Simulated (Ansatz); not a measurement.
# Lu2AsP: the cost of one run

Code: Ansatz 0.2.0. PAW datasets, plane waves, zero pressure. No spin polarisation. The prototype was imposed, so other structures may be more stable.

## (1) Starting point

This is the cell as the run starts from it, not yet at rest; its lengths are not the crystal's.

It is trigonal, R-3m (No. 166); conventional cell a = 4.415 Å, c = 21.629 Å, 30.43 Å³ an atom. P has 6 Lu at 3.12 Å; As has 6 Lu at 3.12 Å; Lu has 3 P at 3.12 Å and 3 As at 3.12 Å.

The structure in full:

```cif
data_structure
_symmetry_space_group_name_H-M 'R-3m:H'
_symmetry_Int_Tables_number 166
_cell_length_a 4.4150
_cell_length_b 4.4150
_cell_length_c 21.6291
_cell_angle_alpha 90.000
_cell_angle_beta 90.000
_cell_angle_gamma 120.000
_cell_volume 365.12
loop_
_atom_site_label
_atom_site_type_symbol
_atom_site_symmetry_multiplicity
_atom_site_Wyckoff_symbol
_atom_site_fract_x
_atom_site_fract_y
_atom_site_fract_z
_atom_site_occupancy
P1 P 3 a 0.00000 0.00000 0.00000 1
As1 As 3 b 0.66667 0.33333 0.83333 1
Lu1 Lu 6 c 0.33333 0.66667 0.91667 1
```

## (2) Relaxation with PBE

Input file input.yaml:

```yaml
crystal:
  lattice:
    - [2.2075064071, 1.2745044184, 7.2096857352]
    - [-2.2075064071, 1.2745044184, 7.2096857352]
    - [0.0, -2.5490088368, 7.2096857352]
  atoms:
    - { symbol: P, position: [1.0, 0.0, 0.0] }
    - { symbol: As, position: [0.5, 0.5, 0.5] }
    - { symbol: Lu, position: [0.25, 0.25, 0.25] }
    - { symbol: Lu, position: [0.75, 0.75, 0.75] }
kpoints:
  mp_grid: { grid: [6, 6, 6] }
hamiltonian:
  xc: pbe
scf:
  occupations: { method: fermi_dirac, width: 0.02 }
relax:
  f_tol: 0.005
  cell: {}
```

On the command line:

```
$ ansatz run input.yaml --threads 2 --pin off --max-ram 2211MiB --backend cpu --events-out ev --progress --plain --runs-dir out
```

What time and memory should one allow on 2 threads of Intel Xeon at 2.50GHz (Skylake/Cascade Lake), shared host?

About 97 s, with a peak of 0.53 GiB.
